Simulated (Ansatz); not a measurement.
What does this script print? It uses Ansatz 0.2.0 through its Python package.

Contents of `c3h5gen.xyz`:
```text
10

C     2.27940    0.81780   -0.95380
C     1.48850    0.36820   -0.16350
Ge    0.24380   -0.33810    1.07730
N    -1.20370   -1.05240    0.16600
C    -1.94170   -0.32200   -0.58760
H     2.97390    1.21260   -1.64790
H    -0.24500    0.79230    2.01830
H     0.92620   -1.45000    1.91400
H    -2.78220   -0.76590   -1.10930
H    -1.73920    0.73760   -0.71360
```

The script, `disp.py`:
```python
"""Size of D3 and D4 in C3H5GeN."""

import warnings

import ansatz as az

warnings.simplefilter("ignore", az.DeckWarning)

geometry = az.Crystal.molecule_from_extxyz("c3h5gen.xyz")

calc = geometry.calculation().basis(gaussian="def2-SVP")
for name in ["blyp", "r2scan"]:
    for correction in ("d3bj", "d4"):
        report = calc.functional(name, dispersion=correction).run(threads=1, pin="off").report
        print(f"{name:8s} {correction:5s} total {report['free_energy_ev']:.5f} eV, of which dispersion {1000 * report['dispersion']['energy']['ev']:.2f} meV")
```

Running `python disp.py` prints:
```text
blyp     d3bj  total -61187.27578 eV, of which dispersion -457.87 meV
blyp     d4    total -61187.27865 eV, of which dispersion -460.74 meV
r2scan   d3bj  total -61184.17365 eV, of which dispersion -61.07 meV
r2scan   d4    total -61184.16580 eV, of which dispersion -53.22 meV
```

Total energies depend on the basis set; only differences at equal settings carry meaning. The geometry is a force-field or estimated start, not a minimum of this method, and the basis set is short of its limit. D4 holds the three-body term, and d3bj doesn't. A dispersion term here runs with damping parameters fitted for another variant or functional. The script silences the warnings on its input, which a real study should read. It ran for 18 s on 1 thread of Arm Neoverse V1, with other jobs on the host, peak memory 0.23 GiB.
